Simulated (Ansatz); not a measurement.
# ClH5OW: the cost of one run

All numbers below are computed with Ansatz 0.2.0 (RKS PBE0-D4/def2-SVP).

**1. The structure to begin with**

Bond lengths: W1–H2 1.720 Å, W1–O3 1.940 Å, O3–H4 1.010 Å, W1–H5 1.720 Å, W1–Cl6 2.390 Å, W1–H7 1.720 Å, W1–H8 1.720 Å. Angles (14 of 16 angles, heavy atoms first): O3–W1–Cl6 180.0°, H2–W1–O3 90.0°, H2–W1–Cl6 90.0°, O3–W1–H5 90.0°, O3–W1–H7 90.0°, O3–W1–H8 90.0°, H5–W1–Cl6 90.0°, Cl6–W1–H7 90.0°, Cl6–W1–H8 90.0°, W1–O3–H4 109.5°, H2–W1–H5 90.0°, H2–W1–H7 90.0°, H2–W1–H8 180.0°, H5–W1–H7 180.0°.

Structure file:

```xyz
8

W     0.0000    0.0000    0.0000
H     0.0000    0.0000    1.7200
O     1.9400    0.0000    0.0000
H     2.2771   -0.9519   -0.0197
H     0.0000    1.7200    0.0000
Cl   -2.3900    0.0000    0.0000
H     0.0000   -1.7200    0.0000
H     0.0000    0.0000   -1.7200
```

**2. Relaxing the start**

input.yaml

```yaml
crystal:
  periodic: [false, false, false]
  atoms:
    - { symbol: W, position_ang: [0.0, 0.0, 0.0] }
    - { symbol: H, position_ang: [0.0, 0.0, 1.72] }
    - { symbol: O, position_ang: [1.94, 0.0, 0.0] }
    - { symbol: H, position_ang: [2.2771, -0.9519, -0.0197] }
    - { symbol: H, position_ang: [0.0, 1.72, 0.0] }
    - { symbol: Cl, position_ang: [-2.39, 0.0, 0.0] }
    - { symbol: H, position_ang: [0.0, -1.72, 0.0] }
    - { symbol: H, position_ang: [0.0, 0.0, -1.72] }
basis:
  gaussian: { orbitals: def2-SVP }
hamiltonian:
  xc: pbe0
  dispersion: d4
relax:
  f_tol: 0.02
  max_steps: 40
```

The run is started by

```
$ ansatz run input.yaml --threads 1 --pin off --max-ram 2048MiB --backend cpu --events-out ev --progress --plain --runs-dir out
```

What time and memory should one allow on 1 thread of Arm Neoverse V2, shared host?

About 2.6 min, with a peak of 0.19 GiB.
